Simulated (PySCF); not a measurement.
# OAlS2H3 in PySCF: atomic charges with B97-D+D3

Aim: the atomic charges of OAlS2H3 with B97-D+D3.

Program: PySCF 2.14.0. These are calculated values, not measurements. Logs are shortened: lines on timing, memory, paths and dates and some standing lists are left out, and cuts for length are marked.

## Step 1: Starting point

The cell holds a molecule in a box, 7 atoms: a = 14.000 Å, b = 10.000 Å, c = 13.000 Å, α = 90.00°, β = 90.00°, γ = 90.00°.

## Step 2: Atomic charges, B97-D+D3

run.py reads:

```python
import json
import numpy as np
from pyscf.pbc import gto, scf, dft, df
from pyscf.pbc.tools import pyscf_ase
from ase.io import read

atoms = read('AlH3S2O.cif')
cell = pyscf_ase.cell_from_ase(atoms)
cell.basis = 'cc-pvdz'
cell.exp_to_discard = 0
cell.precision = 1e-08
cell.max_memory = 2520  # MB
cell.verbose = 4
cell.build()

res = {}
from pyscf.dispersion import dftd3
d = dftd3.DFTD3Dispersion(cell, xc='b97d', version='d3zero', atm=False).get_dispersion(grad=True)
print('dispersion energy = %.10f' % d['energy'])
res['e_disp'] = float(d['energy'])

kpts = cell.make_kpts([1, 1, 1])
mf = dft.KRKS(cell, kpts, xc='GGA_XC_B97_D')
mf = mf.density_fit()
mf.with_df._cderi = 'cderi.h5'  # three-centre integrals saved by an earlier run on this cell, basis and mesh
mf.conv_tol = 1e-07
mf.max_cycle = 60

mf.kernel()
res.update(converged=bool(mf.converged), e_tot=mf.e_tot, nelec=cell.nelectron, nao=cell.nao, mesh=list(map(int, cell.mesh)), a=cell.lattice_vectors().tolist(), coords=cell.atom_coords().tolist(),
           mo_energy=[np.real(x).tolist() for x in mf.mo_energy], mo_occ=[np.real(x).tolist() for x in mf.mo_occ])
res.update(kpts=cell.get_scaled_kpts(kpts).tolist())
res['parts'] = {k: float(np.real(v)) for k, v in mf.scf_summary.items() if np.isscalar(v)}
json.dump(res, open('results.json', 'w'))
if not mf.converged:
    raise SystemExit('SCF not converged')

print('levels (eV)')
for i, kp in enumerate(res['kpts'][:40]):
    print('k %7.4f %7.4f %7.4f  ' % tuple(kp), ' '.join('%.3f' % (x * 27.211386) for x in res['mo_energy'][i][:33]))

# Mulliken populations
dm, s = np.asarray(mf.make_rdm1()), np.asarray(mf.get_ovlp())
sites = cell.aoslice_by_atom()[:, 2:]
tot = np.einsum('kij,kji->i', dm, s).real / len(kpts)
res['mulliken'] = [cell.atom_charge(i) - tot[a0:a1].sum() for i, (a0, a1) in enumerate(sites)]
print('Mulliken charges', np.round(res['mulliken'], 5))
res['meta_lowdin'] = mf.mulliken_meta()[1].tolist()
res['done'] = True
json.dump(res, open('results.json', 'w'))
```

AlH3S2O.cif reads:

```cif
data_AlH3S2O
_cell_length_a 14.00000000
_cell_length_b 10.00000000
_cell_length_c 13.00000000
_cell_angle_alpha 90.00000000
_cell_angle_beta 90.00000000
_cell_angle_gamma 90.00000000
_space_group_name_H-M_alt 'P1'
_space_group_name_Hall 'P 1'
_space_group_IT_number 1
loop_
_space_group_symop_operation_xyz
'x,y,z'
loop_
_atom_site_label
_atom_site_type_symbol
_atom_site_symmetry_multiplicity
_atom_site_Wyckoff_symbol
_atom_site_fract_x
_atom_site_fract_y
_atom_site_fract_z
_atom_site_occupancy
O1 O 1 a 0.3805571400 0.5216700000 0.5399000000 1
Al1 Al 1 a 0.4981428600 0.5062700000 0.5149538500 1
S1 S 1 a 0.5913214300 0.5050300000 0.6486307700 1
S2 S 1 a 0.5482857100 0.4891400000 0.3566000000 1
H1 H 1 a 0.3310571400 0.5238200000 0.4893923100 1
H2 H 1 a 0.6708000000 0.4917300000 0.5916000000 1
H3 H 1 a 0.6406714300 0.4803800000 0.3836769200 1
```

Potentials or basis: cc-pvdz (all-electron).

Run with:

```bash
OMP_NUM_THREADS=2 python -u run.py > log
```

The program printed:

```text
Discarded 0 diffused primitive functions, 0 contracted functions

PySCF version 2.14.0

[INPUT] verbose = 4
[INPUT] num. atoms = 7
[INPUT] num. electrons = 56
[INPUT] charge = 0
[INPUT] spin (= nelec alpha-beta = 2S) = 0
[INPUT] symmetry False subgroup None
[INPUT] Mole.unit = angstrom
[INPUT] Symbol           X                Y                Z      unit          X                Y                Z       unit  Magmom
[INPUT]  1 O      5.327799960000   5.216700000000   7.018700000000 AA   10.068082770869   9.858134274019  13.263420750485 Bohr   0.0
[INPUT]  2 Al     6.974000040000   5.062700000000   6.694400050000 AA   13.178950068306   9.567116450836  12.650582662775 Bohr   0.0
[INPUT]  3 S      8.278500020000   5.050300000000   8.432200010000 AA   15.644097760006   9.543683846891  15.934548646455 Bohr   0.0
[INPUT]  4 S      7.675999940000   4.891400000000   4.635800000000 AA   14.505537618778   9.243406365698   8.760392368259 Bohr   0.0
[INPUT]  5 H      4.634799960000   5.238200000000   6.362100030000 AA    8.758502566545   9.898763385697  12.022626633787 Bohr   0.0
[INPUT]  6 H      9.391200000000   4.917300000000   7.690800000000 AA   17.746795981015   9.292350272324  14.533505678805 Bohr   0.0
[INPUT]  7 H      8.969400020000   4.803800000000   4.987799960000 AA   16.949709539468   9.077866357186   9.425575888517 Bohr   0.0

nuclear repulsion = 63.8841032032627
number of shells = 29
number of NR pGTOs = 170
number of NR cGTOs = 83
basis = cc-pvdz
ecp = {}
lattice vectors  a1 [26.456165744, 0.000000000, 0.000000000]
                 a2 [0.000000000, 18.897261246, 0.000000000]
                 a3 [0.000000000, 0.000000000, 24.566439619]
dimension = 3
low_dim_ft_type = None
Cell volume = 12282
exp_to_discard = 0
rcut = 30.633849935932602 (nimgs = [2 2 2])
precision = 1e-08
pseudo = None
ke_cutoff = 5582325.433839124
    = [28141 20101 26131] mesh (14781320019571 PWs)
dispersion energy = -0.0051442584

******** <class 'pyscf.pbc.dft.krks.KRKS'> ********
method = KRKS
initial guess = minao
damping factor = 0
level_shift factor = 0
DIIS = <class 'pyscf.scf.diis.CDIIS'>
diis_start_cycle = 1
diis_space = 8
diis_damp = 0
SCF conv_tol = 1e-07
SCF conv_tol_grad = None
SCF max_cycles = 60
direct_scf = True
direct_scf_tol = 1e-13

******** PBC SCF flags ********
N kpts = 1
Exchange divergence treatment (exxdiv) = ewald
    madelung (= occupied orbital energy shift) = 0.11901206098858734
    Total energy shift due to Ewald probe charge = -1/2 * Nelec*madelung = -3.33233770768
DF object = <pyscf.pbc.df.df.GDF object>
XC functionals = GGA_XC_B97_D
small_rho_cutoff = 0
radial grids:
    Treutler-Ahlrichs [JCP 102, 346 (1995); DOI:10.1063/1.469408] (M4) radial grids

becke partition: Becke, JCP 88, 2547 (1988); DOI:10.1063/1.454033
pruning grids: <function nwchem_prune>
grids dens level: 3
symmetrized grids: False
atomic radii adjust function: <function treutler_atomic_radii_adjust>
Set gradient conv threshold to 0.000316228

******** <class 'pyscf.pbc.df.rsdf_builder._RSNucBuilder'> ********
mesh = [51 37 47] (88689 PWs)
ke_cutoff = 17.302185920816544
omega = 0.5229654415994075
exclude_d_aux = False
exclude_dd_block = True
j2c_eig_always = False
has_long_range = True
tot grids = 100414
cell vol = 12281.9688  sum(weights) = 12337.7657
nelec by numeric integration = 56.000003473725
init E= -1116.37231075913
  HOMO = -0.270862152805  LUMO = -0.0546075313343  gap/eV = 5.88459
nelec by numeric integration = 56.000001496482525
cycle= 1 E= -1115.75230045858  delta_E= 0.62  |g|= 0.95  |ddm|= 2.29
  HOMO = -0.0790994978528  LUMO = 0.00192538361801  gap/eV = 2.20480
nelec by numeric integration = 56.00000854973155
cycle= 2 E= -1114.45059941785  delta_E=  1.3  |g|= 2.49  |ddm|= 2.52
  HOMO = -0.171912678274  LUMO = -0.0188714709084  gap/eV = 4.16446
nelec by numeric integration = 56.00000147506911
cycle= 3 E= -1115.91671541529  delta_E= -1.47  |g|= 0.294  |ddm|= 2.15
  HOMO = -0.224508147038  LUMO = -0.0216495682974  gap/eV = 5.52006
nelec by numeric integration = 56.000002264756105
cycle= 4 E= -1115.93860462546  delta_E= -0.0219  |g|= 0.162  |ddm|= 0.477
  HOMO = -0.215122969681  LUMO = -0.0236727043844  gap/eV = 5.20963
nelec by numeric integration = 56.00000180316131
cycle= 5 E= -1115.94642442438  delta_E= -0.00782  |g|= 0.0406  |ddm|= 0.182
  HOMO = -0.212287819133  LUMO = -0.0202161260824  gap/eV = 5.22654
nelec by numeric integration = 56.000001910573715
cycle= 6 E= -1115.94697197658  delta_E= -0.000548  |g|= 0.00953  |ddm|= 0.0464
  HOMO = -0.212280627  LUMO = -0.020859358434  gap/eV = 5.20884
nelec by numeric integration = 56.00000187469683
cycle= 7 E= -1115.94699853567  delta_E= -2.66e-05  |g|= 0.00209  |ddm|= 0.0108
  HOMO = -0.212258883764  LUMO = -0.0208069653986  gap/eV = 5.20967
nelec by numeric integration = 56.000001876363115
cycle= 8 E= -1115.94699981111  delta_E= -1.28e-06  |g|= 0.000649  |ddm|= 0.00255
  HOMO = -0.212257033237  LUMO = -0.0208168535117  gap/eV = 5.20935
nelec by numeric integration = 56.00000187624394
cycle= 9 E= -1115.94699995069  delta_E= -1.4e-07  |g|= 0.000131  |ddm|= 0.000716
  HOMO = -0.212267403319  LUMO = -0.0208184127911  gap/eV = 5.20959
nelec by numeric integration = 56.000001876108286
cycle= 10 E= -1115.94699995477  delta_E= -4.08e-09  |g|= 3.84e-05  |ddm|= 0.000145
  HOMO = -0.212262267329  LUMO = -0.0208188746074  gap/eV = 5.20944
nelec by numeric integration = 56.00000187633768
Extra cycle  E= -1115.94699995405  delta_E= 7.23e-10  |g|= 5.88e-05  |ddm|= 0.000108
converged SCF energy = -1115.94699995405
levels (eV)
k  0.0000  0.0000  0.0000   -2395.473 -2395.434 -1508.037 -509.965 -209.702 -209.663 -156.183 -156.144 -156.055 -156.019 -155.944 -155.904 -108.764 -70.897 -70.805 -70.781 -24.053 -17.697 -17.377 -12.167 -9.961 -9.601 -8.456 -7.468 -7.297 -6.806 -6.121 -5.776 -0.567 -0.165 -0.118 0.839 1.112
Mulliken charges [-0.38913  0.48391 -0.20757 -0.22604  0.15705  0.08833  0.09346]
 ** Mulliken pop on meta-lowdin orthogonal AOs **
 ** Mulliken pop  **
pop of  0 O 1s            1.99995
pop of  0 O 2s            1.61988
pop of  0 O 3s            0.00172
pop of  0 O 2px           1.54049
pop of  0 O 2py           1.82706
pop of  0 O 2pz           1.69337
pop of  0 O 3px           0.00406
pop of  0 O 3py           0.00196
pop of  0 O 3pz           0.00269
pop of  0 O 3dxy          0.00013
pop of  0 O 3dyz          0.00070
pop of  0 O 3dz^2         0.00127
pop of  0 O 3dxz          0.00245
pop of  0 O 3dx2-y2       0.00096
pop of  1 Al 1s           1.99999
pop of  1 Al 2s           1.99958
pop of  1 Al 3s           0.74566
pop of  1 Al 4s           0.00691
pop of  1 Al 2px          1.99994
pop of  1 Al 2py          1.99995
pop of  1 Al 2pz          1.99993
pop of  1 Al 3px          0.39368
pop of  1 Al 3py          0.45126
pop of  1 Al 3pz          0.52747
pop of  1 Al 4px          0.00928
pop of  1 Al 4py          0.00095
pop of  1 Al 4pz          0.01983
pop of  1 Al 3dxy         0.01638
pop of  1 Al 3dyz         0.01015
pop of  1 Al 3dz^2        0.00633
pop of  1 Al 3dxz         0.01269
pop of  1 Al 3dx2-y2      0.00291
pop of  2 S 1s            2.00000
pop of  2 S 2s            1.99981
pop of  2 S 3s            1.70237
pop of  2 S 4s            0.00235
pop of  2 S 2px           1.99993
pop of  2 S 2py           1.99996
pop of  2 S 2pz           1.99995
pop of  2 S 3px           1.19294
pop of  2 S 3py           1.83164
pop of  2 S 3pz           1.54911
pop of  2 S 4px           0.00974
pop of  2 S 4py           0.00076
pop of  2 S 4pz           0.00129
pop of  2 S 3dxy          0.00017
pop of  2 S 3dyz          0.00361
pop of  2 S 3dz^2         0.00495
pop of  2 S 3dxz          0.00938
pop of  2 S 3dx2-y2       0.00207
pop of  3 S 1s            2.00000
pop of  3 S 2s            1.99981
pop of  3 S 3s            1.70413
pop of  3 S 4s            0.00264
pop of  3 S 2px           1.99993
pop of  3 S 2py           1.99996
pop of  3 S 2pz           1.99995
pop of  3 S 3px           1.15865
pop of  3 S 3py           1.83424
pop of  3 S 3pz           1.59932
pop of  3 S 4px           0.00966
pop of  3 S 4py           0.00081
pop of  3 S 4pz           0.00094
pop of  3 S 3dxy          0.00031
pop of  3 S 3dyz          0.00321
pop of  3 S 3dz^2         0.00762
pop of  3 S 3dxz          0.00464
pop of  3 S 3dx2-y2       0.00394
pop of  4 H 1s            0.65059
pop of  4 H 2s            0.01083
pop of  4 H 2px           0.00144
pop of  4 H 2py           0.00160
pop of  4 H 2pz           0.00165
pop of  5 H 1s            0.88416
pop of  5 H 2s            0.00923
pop of  5 H 2px           0.00307
pop of  5 H 2py           0.00121
pop of  5 H 2pz           0.00147
pop of  6 H 1s            0.88006
pop of  6 H 2s            0.00956
pop of  6 H 2px           0.00370
pop of  6 H 2py           0.00116
pop of  6 H 2pz           0.00088
 ** Mulliken atomic charges  **
charge of    0O =     -0.69671
charge of    1Al =      0.79714
charge of    2S =     -0.31004
charge of    3S =     -0.32977
charge of    4H =      0.33390
charge of    5H =      0.10085
charge of    6H =      0.10464
```

Run time: 23 s. Hardware: 2 threads of Intel Xeon at 2.70GHz, shared host; peak memory 1.9 GiB.

What came out:

- Free energy: -30366.6048 eV
- Gap between the frontier levels: 5.21 eV
- Meta-löwdin charges: O -0.70; Al +0.80; S -0.31, -0.33; H +0.33, +0.10 e
- Dispersion energy per atom: -0.020 eV

Caveat: this is a molecule in a periodic box at the Γ point, so its band gap is the HOMO-LUMO gap; the energy listed adds the dispersion energy to the SCF energy of the log; population charges move with the basis; the basis of atomic orbitals isn't converged, which shifts pressures, moduli and gaps.
